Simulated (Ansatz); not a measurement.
# AlPt: the cost of one run

Computed with Ansatz 0.2.0 (DFT PBEsol, scalar-relativistic, plane waves, PAW).

1 further run of the same task is left out (set aside as unsound or not needed).

## Step 1: Starting point

Symmetry: Pm-3m, No. 221, cubic system. Conventional cell: a = 3.090 Å, b = 3.090 Å, c = 3.090 Å, α = 90.00°, β = 90.00°, γ = 90.00°. Around Al (site symmetry m-3m) lie 8 Pt at 2.68 Å. Around Pt (site symmetry m-3m) lie 8 Al at 2.68 Å.

Structure file:

```cif
data_structure
_symmetry_space_group_name_H-M 'Pm-3m'
_symmetry_Int_Tables_number 221
_cell_length_a 3.0903
_cell_length_b 3.0903
_cell_length_c 3.0903
_cell_angle_alpha 90.000
_cell_angle_beta 90.000
_cell_angle_gamma 90.000
_cell_volume 29.51
loop_
_atom_site_label
_atom_site_type_symbol
_atom_site_symmetry_multiplicity
_atom_site_Wyckoff_symbol
_atom_site_fract_x
_atom_site_fract_y
_atom_site_fract_z
_atom_site_occupancy
Al1 Al 1 a 0.00000 0.00000 0.00000 1
Pt1 Pt 1 b 0.50000 0.50000 0.50000 1
```

It goes back to an entry of the Materials Project, which need not be the stable form.

It is the result of an earlier relaxation at this level (volume 14.76 Å³/atom; gap on the mesh: none (metal)).

## Step 2: The cell under PBEsol

input.yaml reads:

```yaml
crystal:
  lattice:
    - [3.0903019325, 0.0, 0.0]
    - [0.0, 3.0903019325, 0.0]
    - [0.0, 0.0, 3.0903019325]
  atoms:
    - { symbol: Al, position: [0.0, 0.0, 0.0] }
    - { symbol: Pt, position: [0.5, 0.5, 0.5] }
basis:
  ecutwfc: 420
kpoints:
  mp_grid: { grid: [14, 14, 14] }
hamiltonian:
  xc: pbesol
scf:
  occupations: { method: gaussian, width: 0.1 }
output:
  forces: true
  stress: true
  eigenvalues: true
relax:
  adjacent_minimum: "off"
  f_tol: 0.005
  max_steps: 50
  cell: { stress_tol: 0.05 }
```

On the command line:

```sh
$ ansatz run input.yaml --threads 1 --pin off --max-ram 2560MiB --backend cpu --events-out ev --progress --plain --runs-dir out
```

Q: Estimate wall time and peak memory on 1 thread of Intel Xeon at 2.60GHz (Ice Lake), shared host.

About 12 s, with a peak of 0.41 GiB.
